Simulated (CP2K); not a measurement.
# CH6AlBSSe (SMILES C[Se][AlH][BH]S), run twice

Aim: energy and gradient of CH6AlBSSe at GFN0-xTB.

Program for the calculation: CP2K 2026.2.

3 further runs of the same task are left out: 3 set aside as unsound or not needed.

### Step 1. Starting point

CH6AlBSSe has 11 atoms, charge 0, and is taken as a singlet. As SMILES, `C[Se][AlH][BH]S`. Geometry: a rough force-field guess. This is one conformer, not always the lowest.

Bond lengths: C1–Se2 1.880 Å, Se2–Al3 2.387 Å, Al3–B4 2.092 Å, B4–S5 1.933 Å, C1–H6 1.134 Å, C1–H7 1.127 Å, C1–H8 1.160 Å, Al3–H9 1.665 Å, B4–H10 1.119 Å, S5–H11 1.389 Å. Some angles: C1–Se2–Al3 91.4°, Se2–Al3–B4 122.3°, Al3–B4–S5 115.9°, Se2–C1–H6 112.5°, Se2–C1–H7 112.9°, Se2–C1–H8 111.6°, Se2–Al3–H9 119.9°, B4–Al3–H9 117.8°, Al3–B4–H10 121.4°, S5–B4–H10 122.5°.

### Step 2. Try one

File job.inp:

```
&force_eval
  method Quickstep
  &dft
    &qs
      method XTB
      eps_default 1.0E-10
      &xtb
        gfn_type 0
        check_atomic_charges F
      &end
    &end
    &poisson
      periodic NONE
      poisson_solver ANALYTIC
    &end
    &scf
      scf_guess ATOMIC
      eps_scf 1.0E-07
      max_scf 59
      added_mos 2
      &diagonalization
        algorithm STANDARD
      &end
      &mixing
        method DIRECT_P_MIXING
        alpha 0.4
      &end
      &smear ON
        method FERMI_DIRAC
        electronic_temperature [K] 300
      &end
    &end
    &print
      &moments
        periodic F
        reference COM
        max_moment 1
      &end
      &mo ON
        energies T
        occupation_numbers T
        ndigits 6
        &each
          qs_scf 0
        &end
        add_last NUMERIC
      &end
      &hirshfeld OFF
      &end
    &end
  &end
  &subsys
    &cell
      abc 26.8 21.6 25.3
      periodic NONE
    &end
    &coord
      C     -3.808554    -0.330513     1.772374
      Se    -1.516127    -3.044349     1.672408
      Al     1.991015    -0.216563     1.451121
      B      3.382232     1.154812    -1.985724
      S      1.537670     0.140407    -4.971114
      H     -5.849080    -0.982091     1.842483
      H     -3.500340     0.953367     3.445160
      H     -3.629975     0.942217    -0.001701
      H      3.435333     0.701277     4.091635
      H      4.984720     2.531477    -2.055077
      H      3.096694    -1.957945    -5.222258
    &end
    &topology
      &center_coordinates
      &end
    &end
  &end
  &print
    &forces ON
    &end
  &end
&end

&global
  project_name job
  run_type ENERGY_FORCE
  print_level MEDIUM
&end
```

Started as:

```bash
$ OMP_NUM_THREADS=1 cp2k.psmp -i job.inp -o job.out
```

What it wrote:

```text
CP2K| version string:                                       CP2K version 2026.2
[...]
 GLOBAL| Method name                                                        CP2K
[...]
 GLOBAL| Run type                                                   ENERGY_FORCE
[...]
 GENERATE| WARNING:: No connections detected for Hydrogen - Atom Nr:         9 !
 GENERATE|  Preliminary Number of Bonds generated:                             0
 GENERATE|  Achieved consistency in connectivity generation.
[...]
                             - Atoms:                                         11
[...]
                             - Spherical basis functions:                     47
[...]
 *** WARNING in qs_mo_occupation.F:754 :: Fermi-Dirac smearing includes ***
 *** the last MO => Add more MOs for proper smearing.                   ***
 Number of electrons:                                                         28
[...]
 *** WARNING in qs_mo_occupation.F:754 :: Fermi-Dirac smearing includes ***
 *** the last MO => Add more MOs for proper smearing.                   ***
 *** WARNING in qs_mo_occupation.F:754 :: Fermi-Dirac smearing includes ***
 *** the last MO => Add more MOs for proper smearing.                   ***
[...]
  Fermi energy:                                                -0.40837572005502
[...]
 TB_DIPOLE| Moment [Debye]        -12.77584854     -38.42023571      20.80791602
 TB_DIPOLE| Derivative [a.u.]       0.00000000       0.00000000       0.00000000
[...]
 ENERGY| Total FORCE_EVAL ( QS ) energy [hartree]            -13.965468417837297
 FORCES| Atomic forces [hartree/bohr]
 FORCES|   Atom     x               y               z               |f|
 FORCES|      1 -1.71794007E-02  2.13667161E-02  2.77171097E-03   2.75563195E-02
 FORCES|      2  3.19494127E-03  1.18126609E-03 -1.58177417E-04   3.40999404E-03
 FORCES|      3  7.66707136E-03  4.87018810E-03  2.11727675E-02   2.30388541E-02
 FORCES|      4  1.05786687E-02  1.09479433E-02 -7.62236985E-03   1.70254579E-02
 FORCES|      5  2.54975577E-02 -2.68198349E-02  3.18460040E-03   3.71425722E-02
 FORCES|      6  2.55034795E-02  9.23201495E-03 -7.54594400E-04   2.71335029E-02
 FORCES|      7 -5.18710338E-03 -1.60956656E-02 -2.18677498E-02   2.76437149E-02
 FORCES|      8 -2.94232670E-03 -1.35616819E-02  1.98337753E-02   2.42065104E-02
 FORCES|      9 -1.11757278E-02 -7.08530336E-03 -2.06663925E-02   2.45397269E-02
 FORCES|     10 -1.43636668E-02 -1.24896002E-02  1.22247165E-03   1.90735281E-02
 FORCES|     11 -2.15934931E-02  2.84539574E-02  2.88395824E-03   3.58360692E-02
 FORCES| Sum    -1.38777878E-17  2.08166817E-17  6.93889390E-18
 FORCES| Total atomic force                                       2.59629636E-17
[...]
```

Run time: 0.97 s. Hardware: 1 thread of Intel Xeon 6975P-C (Granite Rapids), shared host; peak memory 0.19 GiB.

### Step 3. What went wrong

The run finished; that doesn't make the result usable.

The cause is that numbers in bohr are read as ångström, which stretches the molecule by 1.89. As the program read them, the closest atoms are 2.11 Å apart, against 1.12 Å in the sound input.

### Step 4. Try two

File molecule.pdb:

```
HETATM    1 C    MOL A   1      -2.015  -0.175   0.938  1.00  0.00           C
HETATM    2 Se   MOL A   1      -0.802  -1.611   0.885  1.00  0.00          SE
HETATM    3 Al   MOL A   1       1.054  -0.115   0.768  1.00  0.00          AL
HETATM    4 B    MOL A   1       1.790   0.611  -1.051  1.00  0.00           B
HETATM    5 S    MOL A   1       0.814   0.074  -2.631  1.00  0.00           S
HETATM    6 H    MOL A   1      -3.095  -0.520   0.975  1.00  0.00           H
HETATM    7 H    MOL A   1      -1.852   0.504   1.823  1.00  0.00           H
HETATM    8 H    MOL A   1      -1.921   0.499  -0.001  1.00  0.00           H
HETATM    9 H    MOL A   1       1.818   0.371   2.165  1.00  0.00           H
HETATM   10 H    MOL A   1       2.638   1.340  -1.088  1.00  0.00           H
HETATM   11 H    MOL A   1       1.639  -1.036  -2.764  1.00  0.00           H
END
```

File job.inp:

```
&GLOBAL
  PROJECT_NAME job
  RUN_TYPE ENERGY_FORCE
  PRINT_LEVEL MEDIUM
&END GLOBAL

&FORCE_EVAL
  METHOD QS
  &DFT
    CHARGE 0
    MULTIPLICITY 1
    # Quickstep
    &QS
      METHOD XTB
      EPS_DEFAULT 1.0E-10
      &XTB
        GFN_TYPE 0
        CHECK_ATOMIC_CHARGES F
      &END XTB
    &END QS
    &POISSON
      PERIODIC NONE
      POISSON_SOLVER ANALYTIC
    &END POISSON
    # SCF settings
    &SCF
      SCF_GUESS ATOMIC
      EPS_SCF 1.0E-07
      MAX_SCF 150
      ADDED_MOS 2
      &DIAGONALIZATION
        ALGORITHM STANDARD
      &END DIAGONALIZATION
      &MIXING
        METHOD DIRECT_P_MIXING
        ALPHA 0.4
      &END MIXING
      &SMEAR ON
        METHOD FERMI_DIRAC
        ELECTRONIC_TEMPERATURE [K] 300
      &END SMEAR
    &END SCF
    &PRINT
      &MOMENTS
        PERIODIC F
        REFERENCE COM
        MAX_MOMENT 1
      &END MOMENTS
      &MO ON
        ENERGIES T
        OCCUPATION_NUMBERS T
        NDIGITS 6
        &EACH
          QS_SCF 0
        &END EACH
        ADD_LAST NUMERIC
      &END MO
      &HIRSHFELD OFF
      &END HIRSHFELD
    &END PRINT
  &END DFT
  # structure
  &SUBSYS
    &CELL
      ABC [angstrom] 21.7 19 20.9
      PERIODIC NONE
    &END CELL
    &TOPOLOGY
      COORD_FILE_NAME molecule.pdb
      COORD_FILE_FORMAT PDB
      CONN_FILE_FORMAT OFF
      &CENTER_COORDINATES
      &END CENTER_COORDINATES
    &END TOPOLOGY
  &END SUBSYS
  &PRINT
    &FORCES ON
    &END FORCES
  &END PRINT
&END FORCE_EVAL
```

Started as:

```bash
$ OMP_NUM_THREADS=1 cp2k.psmp -i job.inp > job.out 2>&1
```

What it wrote:

```text
CP2K| version string:                                       CP2K version 2026.2
[...]
 GLOBAL| Method name                                                        CP2K
[...]
 GLOBAL| Run type                                                   ENERGY_FORCE
[...]
                             - Atoms:                                         11
[...]
                             - Spherical basis functions:                     47
[...]
 Number of electrons:                                                         28
[...]
  Fermi energy:                                                -0.32772441224679
[...]
 TB_DIPOLE| Moment [Debye]          5.11353919       4.68821640      -2.25758898
 TB_DIPOLE| Derivative [a.u.]       0.00000000       0.00000000       0.00000000
[...]
 ENERGY| Total FORCE_EVAL ( QS ) energy [hartree]            -14.561732340652418
 FORCES| Atomic forces [hartree/bohr]
 FORCES|   Atom     x               y               z               |f|
 FORCES|      1 -3.26393830E-02  4.69504473E-02 -1.03462447E-02   5.81095397E-02
 FORCES|      2  4.63383769E-03 -2.62007291E-02  7.04935218E-03   2.75253342E-02
 FORCES|      3  8.91536139E-03  7.67791208E-03 -9.50521720E-03   1.51255795E-02
 FORCES|      4 -3.55946072E-02 -2.42925305E-02 -9.25651442E-03   4.40770480E-02
 FORCES|      5  2.70520329E-02 -8.24942069E-03  1.24836341E-02   3.09145039E-02
 FORCES|      6  2.62793756E-02  5.51999515E-03 -8.68285860E-04   2.68668913E-02
 FORCES|      7 -1.69292509E-03 -1.40298359E-02 -1.53039912E-02   2.08306130E-02
 FORCES|      8 -1.60815188E-03 -2.00961203E-02  2.60238623E-02   3.29193198E-02
 FORCES|      9 -4.30243083E-03 -2.84503428E-03  5.58642040E-03   7.60350077E-03
 FORCES|     10  2.21113754E-02  1.89095841E-02 -8.26842574E-03   3.02465230E-02
 FORCES|     11 -1.31544849E-02  1.66557322E-02  2.40541004E-03   2.13597726E-02
 FORCES| Sum    -1.59594560E-16 -1.21430643E-16 -7.54604712E-17
 FORCES| Total atomic force                                       2.14266440E-16
[...]
```

It took 0.93 s on 1 thread of Intel Xeon 6975P-C (Granite Rapids), shared host; peak memory 0.19 GiB.

### Step 5. Outcome

Level: GFN0-xTB.

```
                                 quantity         value
                             total energy  -14.56173 Eh
dipole moment (from atomic charges alone)        7.30 D
                              HOMO energy     -10.09 eV
                              LUMO energy      -8.02 eV
                            HOMO–LUMO gap       2.07 eV
                        dispersion energy  -8.39 kJ/mol
                 largest force on an atom    2.988 eV/Å
```

The first attempt's energy was +16.225 eV off this one. The dipole comes from point charges on the atoms alone, without atomic dipoles, so it is partial. The largest force is 2.99 eV/Å: the shape isn't a stationary point for this species at this level.
